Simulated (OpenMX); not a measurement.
The system is HPbNO4.

```
CELL_PARAMETERS angstrom
4.27531 -0.00040 0.00636
-2.08399 5.20775 -0.04907
-2.12377 -1.86574 4.91491
ATOMIC_POSITIONS crystal
H 0.99073 0.03330 0.90994
Pb 0.50274 0.81989 0.14287
N 0.00838 0.47408 0.50265
O 0.99816 0.92741 0.02877
O 0.19467 0.73435 0.60852
O 0.81673 0.35882 0.24556
O 0.01381 0.33121 0.65217
```

The cell was built by a generator and needn't be a form met in nature.

Program: OpenMX 3.8.5. Alike in all runs: task band structure; level PBE; cell as given; smearing fermi-dirac 0.05 eV.

Task: Order these runs on this cell by their band gap on the k mesh, lowest first.
A. potentials or basis OpenMX 2013 PBE set, H6.0-s2p1, Pb8.0-s3p2d2f1, N6.0-s2p2d1, O6.0-s2p2d1, grid cutoff 500 Ry; spin non-collinear, zero start, SOC; k mesh 7 × 5 × 5; SCF threshold 1e-07 Ha
B. potentials or basis OpenMX 2013 PBE set, H6.0-s2p1, Pb8.0-s3p2d2f1, N6.0-s2p2d1, O6.0-s2p2d1, grid cutoff 500 Ry; spin non-collinear, zero start; k mesh 5 × 5 × 5; SCF threshold 1e-07 Ha
C. potentials or basis OpenMX 2013 PBE set, H5.0-s2, Pb8.0-s3p2d2, N6.0-s2p2, O6.0-s2p2, grid cutoff 500 Ry; spin off; k mesh 9 × 7 × 7; SCF threshold 1e-08 Ha

Result: C (2.57 eV), A (2.82 eV), B (3.03 eV).

Caveats: the basis of atomic orbitals isn't converged, which shifts pressures, moduli and gaps; forces of over 1 eV/Å show positions far from the minimum, so gaps and moduli don't describe the material at rest; spin-orbit coupling is left out, which as a rule narrows the gap of such compounds by several tenths of an eV (some runs); total energies with and without spin-orbit coupling shouldn't be compared in this program (some runs).

A k mesh can miss the band edges.

Not every run made on this cell is shown here.
